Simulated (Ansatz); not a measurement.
# CH6FInSi: up Jacob's ladder to CCSD(T)

One table from this session's results is given with a row withheld; the runs are named, their logs left out.

Computed with Ansatz 0.2.0, Gaussian basis. Level: functionals in def2-TZVPP, the program's frozen cores in correlated methods.

Levels to be run: LDA (SPW92), PBE-D4, revPBE-D4, BLYP-D4, r2SCAN-D4, B97M-V, PBE0-D4, B3LYP-D4, r2SCANh-D4, r2SCAN0-D4, HSE06-D4, BHLYP-D4, CAM-B3LYP-D4, LC-ωPBE, ωB97X-V, ωB97M-V, B2PLYP, PBE-QIDH; CCSD(T)/def2-SVP; CCSD(T)/def2-TZVPP; MP2/def2-QZVPP; extrapolation to the limit; RPA on PBE.

### Structure used throughout

All runs share one geometry, relaxed beforehand with PBE0-D4 in a triple-zeta def2 set. In takes the def2 core potential; no spin-orbit term is included.

SMILES `FC[SiH2][InH2]`, 10 atoms, charge 0, spin multiplicity 1.

Atoms are counted from 1 here; the program's logs count them from 0.

Bond lengths: F1–C2 1.421 Å, C2–Si3 1.917 Å, C2–H5 1.092 Å, C2–H6 1.092 Å, Si3–In4 2.574 Å, Si3–H7 1.490 Å, Si3–H8 1.490 Å, In4–H9 1.726 Å, In4–H10 1.726 Å. Angles: F1–C2–Si3 107.3°, F1–C2–H5 106.5°, F1–C2–H6 106.5°, Si3–C2–H5 113.6°, Si3–C2–H6 113.6°, H5–C2–H6 108.8°, C2–Si3–In4 93.4°, C2–Si3–H7 109.3°, C2–Si3–H8 109.3°, In4–Si3–H7 118.1°, In4–Si3–H8 118.1°, H7–Si3–H8 107.3°, Si3–In4–H9 120.1°, Si3–In4–H10 120.1°, H9–In4–H10 119.8°.

Set-up of the first run:

File in.yaml:

```yaml
crystal:
  periodic: [false, false, false]
  atoms:
    - {symbol: F, position_ang: [-1.598961, 0.365945, 0.334064]}
    - {symbol: C, position_ang: [-1.026722, -0.933337, 0.387464]}
    - {symbol: Si, position_ang: [0.822842, -0.761842, -0.088046]}
    - {symbol: In, position_ang: [0.660835, 1.784840, -0.423877]}
    - {symbol: H, position_ang: [-1.599595, -1.553985, -0.304359]}
    - {symbol: H, position_ang: [-1.183672, -1.300598, 1.403595]}
    - {symbol: H, position_ang: [1.667556, -1.270991, 1.028527]}
    - {symbol: H, position_ang: [1.105988, -1.610713, -1.279156]}
    - {symbol: H, position_ang: [0.924815, 2.851717, 0.907317]}
    - {symbol: H, position_ang: [0.226924, 2.428965, -1.965538]}
basis:
  gaussian: {orbitals: def2-TZVPP}
hamiltonian: {xc: lda}
output: {orbitals: {seedname: orbitals}}
```

Run with:

```bash
$ ansatz run in.yaml --threads 4 --pin off --events-out ev --progress --plain --max-ram 10444MiB
```

Among the steps run: LDA; PBE-D4 (GGA); revPBE-D4 (GGA); BLYP-D4 (GGA); r2SCAN-D4 (meta-GGA); B97M-V (meta-GGA); B3LYP-D4 (hybrid); r2SCANh-D4 (hybrid); r2SCAN0-D4 (hybrid); HSE06-D4 (hybrid); BHLYP-D4 (hybrid); CAM-B3LYP-D4 (range-separated); LC-ωPBE (range-separated); ωB97X-V (range-separated); ωB97M-V (range-separated); B2PLYP (double hybrid); PBE-QIDH (double hybrid).

One of the session's tables, all rows but one given; the rest of the session is left out.

It belongs to the step «Frontier levels by functional». 

| functional | HOMO (eV) | LUMO (eV) | gap (eV) |
| --- | --- | --- | --- |
| LDA (SPW92) | -6.30 | -2.72 | 3.58 |
| PBE-D4 | -6.17 | -2.44 | 3.73 |
| revPBE-D4 | -6.12 | -2.31 | 3.81 |
| BLYP-D4 | -6.03 | -2.37 | 3.66 |
| r2SCAN-D4 | -6.39 | -2.16 | 4.23 |
| B97M-V | -6.47 | -2.43 | 4.04 |
| PBE0-D4 | -7.18 | -1.67 | 5.50 |
| B3LYP-D4 | ? | ? | ? |
| r2SCANh-D4 | -6.76 | -1.90 | 4.86 |
| r2SCAN0-D4 | -7.32 | -1.51 | 5.81 |
| HSE06-D4 | -6.79 | -2.03 | 4.75 |
| BHLYP-D4 | -8.08 | -0.96 | 7.12 |
| CAM-B3LYP-D4 | -8.40 | -0.82 | 7.57 |
| LC-ωPBE | -9.66 | 0.28 | 9.95 |
| ωB97X-V | -9.35 | 0.15 | 9.49 |
| ωB97M-V | -9.17 | -0.16 | 9.01 |

Estimate the missing values for B3LYP-D4.

Worked estimate for «HOMO (eV)». Against the share of exact exchange, BLYP-D4 (0, -6.03), BHLYP-D4 (0.5, -8.08) give a slope of -4.10 per unit share; at 0.2 the line stands at -6.85.

The run gave: HOMO (eV): -6.99; LUMO (eV): -1.92; gap (eV): 5.07. In «HOMO (eV)» the line misses by +0.14.
